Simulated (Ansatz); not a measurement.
# FeClO: the cost of one run

Computed with Ansatz 0.2.0 (DFT LDA+U (U_eff = 6 eV on Fe d), plane waves, PAW, unless a step's input says otherwise).

### Step 1. The starting structure

The structure is orthorhombic, space group Pmmn (No. 59). The conventional cell has a = 3.300 Å, b = 3.750 Å, c = 7.650 Å, α = 90.00°, β = 90.00°, γ = 90.00°. Around Fe (site symmetry mm2) lie 4 O at 1.88 to 2.15 Å and 2 Cl at 2.29 Å. Cl (site symmetry mm2) has 2 Fe at 2.29 Å as nearest neighbours. O (site symmetry mm2) has 4 Fe at 1.88 to 2.15 Å as nearest neighbours.

Structure file:

```cif
data_structure
_symmetry_space_group_name_H-M 'Pmmn:1'
_symmetry_Int_Tables_number 59
_cell_length_a 3.3000
_cell_length_b 3.7500
_cell_length_c 7.6500
_cell_angle_alpha 90.000
_cell_angle_beta 90.000
_cell_angle_gamma 90.000
_cell_volume 94.67
loop_
_atom_site_label
_atom_site_type_symbol
_atom_site_symmetry_multiplicity
_atom_site_Wyckoff_symbol
_atom_site_fract_x
_atom_site_fract_y
_atom_site_fract_z
_atom_site_occupancy
Fe1 Fe 2 b 0.50000 0.00000 0.09700 1
Cl1 Cl 2 a 0.00000 0.00000 0.30500 1
O1 O 2 a 0.00000 0.00000 0.91700 1
```

Magnetic order typed: ferromagnetic.

An earlier series on this cell reached its lowest free state from «from atoms, default search», perhaps among other starts.

### Step 2. Random orbitals: single harmonics, second filling

Contents of input.yaml:

```yaml
crystal:
  lattice:
    - [3.30000058, 0.0, 0.0]
    - [0.0, 3.75000066, 0.0]
    - [0.0, 0.0, 7.65000135]
  atoms:
    - { symbol: Fe, position: [0.5, 0.0, 0.097], spin: 1.0 }
    - { symbol: Fe, position: [0.0, 0.5, 0.903], spin: 3.0 }
    - { symbol: Cl, position: [0.0, 0.0, 0.305] }
    - { symbol: Cl, position: [0.5, 0.5, 0.695] }
    - { symbol: O, position: [0.0, 0.0, 0.917] }
    - { symbol: O, position: [0.5, 0.5, 0.083] }
basis:
  ecutwfc: 420
  ecutrho_ratio: 4
kpoints:
  mp_grid: { grid: [6, 5, 3] }
hamiltonian:
  xc: lda
  hubbard:
    sites:
      - { site: 0, l: d, u_eff: 6.0, starting_ns: [{ spin: up, occupation_matrix: s0up }, { spin: down, occupation_matrix: s0down }] }
      - { site: 1, l: d, u_eff: 6.0, starting_ns: [{ spin: up, occupation_matrix: s1up }, { spin: down, occupation_matrix: s1down }] }
    occupation_matrices:
      s0up:
        matrix:
          - [0.97, 0.0, 0.0, 0.0, 0.0]
          - [0.0, 0.02, 0.0, 0.0, 0.0]
          - [0.0, 0.0, 0.97, 0.0, 0.0]
          - [0.0, 0.0, 0.0, 0.02, 0.0]
          - [0.0, 0.0, 0.0, 0.0, 0.97]
      s0down:
        matrix:
          - [0.97, 0.0, 0.0, 0.0, 0.0]
          - [0.0, 0.02, 0.0, 0.0, 0.0]
          - [0.0, 0.0, 0.02, 0.0, 0.0]
          - [0.0, 0.0, 0.0, 0.97, 0.0]
          - [0.0, 0.0, 0.0, 0.0, 0.02]
      s1up:
        matrix:
          - [0.02, 0.0, 0.0, 0.0, 0.0]
          - [0.0, 0.97, 0.0, 0.0, 0.0]
          - [0.0, 0.0, 0.97, 0.0, 0.0]
          - [0.0, 0.0, 0.0, 0.97, 0.0]
          - [0.0, 0.0, 0.0, 0.0, 0.97]
      s1down:
        matrix:
          - [0.02, 0.0, 0.0, 0.0, 0.0]
          - [0.0, 0.02, 0.0, 0.0, 0.0]
          - [0.0, 0.0, 0.97, 0.0, 0.0]
          - [0.0, 0.0, 0.0, 0.02, 0.0]
          - [0.0, 0.0, 0.0, 0.0, 0.02]
    ns_hold: until_converged
scf:
  occupations: { method: gaussian, width: 0.05 }
  lower_state_search: "off"
  max_iter: 150
output:
  forces: true
  stress: true
  eigenvalues: true
  populations: true
  hubbard: { sites: [{ site: 0, l: d }, { site: 1, l: d }] }
magnetization:
  spin_polarized: true
```

The typed matrices put 0.97 on the chosen orbitals and 0.02 on the others, and are held until the SCF converges, then released.

Started as:

```console
> ansatz run input.yaml --threads 4 --pin off --max-ram 6144MiB --backend cpu --events-out ev --progress --plain --runs-dir out
```

**Question.** How long does this run take on 4 threads of Intel Xeon Platinum 8259CL at 2.50GHz (Skylake/Cascade Lake), shared host, and how much memory does it need?

About 24 s, with a peak of 0.54 GiB.
